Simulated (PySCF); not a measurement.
**Ti: dipole response in aug-cc-pwCVTZ-DK**

Aim: the static polarisability and the C₆ coefficient of Ti, method by method.

The numbers are computed with PySCF 2.14.0 (unrestricted determinants in a Gaussian basis, no spin-orbit coupling in the energies), except any that are marked as measured or tabulated.

**1. The system**

```
Element     : titanium (Z = 22)
Basis       : aug-cc-pwCVTZ-DK (10s9p7d4f3g, 127 functions)
Hamiltonian : scalar relativity by spin-free X2C-1e
State 1     : Ti: [Ar] 3d3 4s1, high-spin 5F determinant (an excited configuration)
Methods     : PBEsol
```

Outer shells as boxes (Hund's rule):

Ti [Ar] 3d3 4s1
```
[Ar] core
3d [↑ ][↑ ][↑ ][  ][  ]
4s [↑ ]
```

The runs were made by one driver on top of PySCF. The scripts below sum up each run's settings (the driver also hands on starting orbitals that pick excited configurations, and frozen orbitals as a list rather than a count), and the logs come from the driver's own runs. The driver starts from symmetry-adapted Hartree-Fock orbitals, holds the occupation by maximum overlap and uses a logarithmic radial grid for functionals, so a plain start would take other cycles.

The integrals over 127 functions and the set-up took 3.2 s of CPU time.

**2. Ti [Ar] 3d3 4s1: PBEsol**

Level: PBEsol.

Contents of input.py:

```python
from pyscf import gto, scf, dft, mp, cc
import basis_set_exchange as bse
mol = gto.M(atom="Ti 0 0 0", charge=0, spin=4, symmetry="D2h",
            basis=gto.basis.parse(bse.get_basis("aug-cc-pwCVTZ-DK", elements=["Ti"], fmt="nwchem")),
            nucmod="G")
mf = dft.UKS(mol, xc="PBEsol").sfx2c1e()
mf.irrep_nelec = {'Ag': (4, 3), 'B1g': (1, 0), 'B2g': (1, 0), 'B3g': (1, 0), 'B1u': (2, 2), 'B2u': (2, 2), 'B3u': (2, 2)}
mf.kernel()
```

Output:

```text
damping factor = 0
level_shift factor = 0
DIIS = <class 'pyscf.scf.diis.CDIIS'>
diis_start_cycle = 1
diis_space = 10
diis_damp = 0
SCF conv_tol = 1e-09
SCF conv_tol_grad = None
number electrons alpha = 13  beta = 9
XC functionals = PBEsol
    J. P. Perdew, A. Ruzsinszky, G. I. Csonka, O. A. Vydrov, G. E. Scuseria, L. A. Constantin, X. Zhou, and K. Burke.,  Phys. Rev. Lett. 100, 136406 (2008)
    J. P. Perdew, A. Ruzsinszky, G. I. Csonka, O. A. Vydrov, G. E. Scuseria, L. A. Constantin, X. Zhou, and K. Burke.,  Phys. Rev. Lett. 100, 136406 (2008)
cycle= 1 E= -852.517093911575  delta_E= -0.0169  |g|= 0.081  |ddm|= 0.899
cycle= 2 E= -852.507776010173  delta_E= 0.00932  |g|= 0.187  |ddm|= 0.496
cycle= 3 E= -852.520248207355  delta_E= -0.0125  |g|= 0.018  |ddm|= 0.361
cycle= 4 E= -852.520428009585  delta_E= -0.00018  |g|= 0.00397  |ddm|= 0.0325
cycle= 5 E= -852.520434929794  delta_E= -6.92e-06  |g|= 0.00028  |ddm|= 0.00769
cycle= 6 E= -852.520434964105  delta_E= -3.43e-08  |g|= 2.53e-06  |ddm|= 0.00101
cycle= 7 E= -852.520434964109  delta_E= -3.98e-12  |g|= 2.67e-07  |ddm|= 2.46e-05
converged SCF energy = -852.520434964109  <S^2> = 6.0002613  2S+1 = 5.0001045
```

It used 33 s of CPU time after the integrals (shared host).

Orbital energies by shell (radii are means over both spins):

| shell | electrons | mean orbital energy (eV) | spread (eV) | rms radius (bohr) |
| --- | --- | --- | --- | --- |
| 1s α | 1 | -4855.5 | 0 | 0.0805 |
| 1s β | 1 | -4855.5 | 0 | 0.0805 |
| 2s α | 1 | -531.76 | 0 | 0.354 |
| 2s β | 1 | -531.09 | 0 | 0.354 |
| 2p α | 3 | -439.51 | 0 | 0.322 |
| 2p β | 3 | -438.99 | 0 | 0.322 |
| 3s α | 1 | -59.411 | 0 | 1.09 |
| 3s β | 1 | -57.298 | 0 | 1.09 |
| 3p α | 3 | -35.923 | 0 | 1.20 |
| 3p β | 3 | -33.779 | 0 | 1.20 |
| 4s α | 1 | -4.096 | 0 | 3.90 |
| 3d α | 3 | -2.579 | 0 | 2.26 |

⟨S²⟩ = 6.000, ⟨L²⟩ = 12.01.

The driver then solved the coupled dipole response at imaginary frequencies: mean α = 111.4 bohr³, C₆ = 1050 au for a like pair.

Radial density 4πr²ρ of Ti at PBEsol:

| r (bohr) | density | spin density |
| --- | --- | --- |
| 0.00124 | 0.178 | 0.000 |
| 0.00209 | 0.456 | 0.000 |
| 0.00351 | 1.14 | 0.000 |
| 0.00591 | 2.75 | 0.001 |
| 0.00994 | 6.25 | 0.002 |
| 0.0167 | 12.7 | 0.004 |
| 0.0281 | 21.3 | 0.006 |
| 0.0473 | 26.2 | 0.003 |
| 0.0795 | 21.8 | -0.005 |
| 0.134 | 20.7 | 0.001 |
| 0.225 | 28.0 | 0.080 |
| 0.379 | 15.8 | 0.390 |
| 0.637 | 8.43 | 1.136 |
| 1.07 | 9.26 | 1.497 |
| 1.80 | 2.66 | 1.121 |
| 3.03 | 0.754 | 0.714 |
| 5.10 | 0.187 | 0.187 |
| 8.57 | 0.00854 | 0.009 |
| 14.4 | 2.44e-05 | 0.000 |

**3. The response side by side**

Ti [Ar] 3d3 4s1, in atomic units:

| method | mean α | C₆ (like pair) | S(−4) |
| --- | --- | --- | --- |
| PBEsol | 111.4 | 1050 | 15480 |

α(iu) at PBEsol:

| u (hartree) | α(iu) (bohr³) |
| --- | --- |
| 0 | 111.4 |
| 0.0500 | 87.20 |
| 0.100 | 59.19 |
| 0.200 | 30.37 |
| 0.300 | 18.80 |
| 0.500 | 9.849 |
| 0.750 | 5.856 |
| 1.00 | 4.053 |
| 1.50 | 2.376 |
| 2.00 | 1.589 |
| 3.00 | 0.8632 |
| 5.00 | 0.3771 |

**4. Results**

| quantity | value |
| --- | --- |
| α of Ti [Ar] 3d3 4s1 | 111.4 (PBEsol) bohr³ |

**Reading.** A single London oscillator with the computed α and C₆ of Ti [Ar] 3d3 4s1 at PBEsol would have ω = 4 C₆ / (3 α²) = 0.113 hartree. All values hold for this basis alone; no basis-set limit was taken.
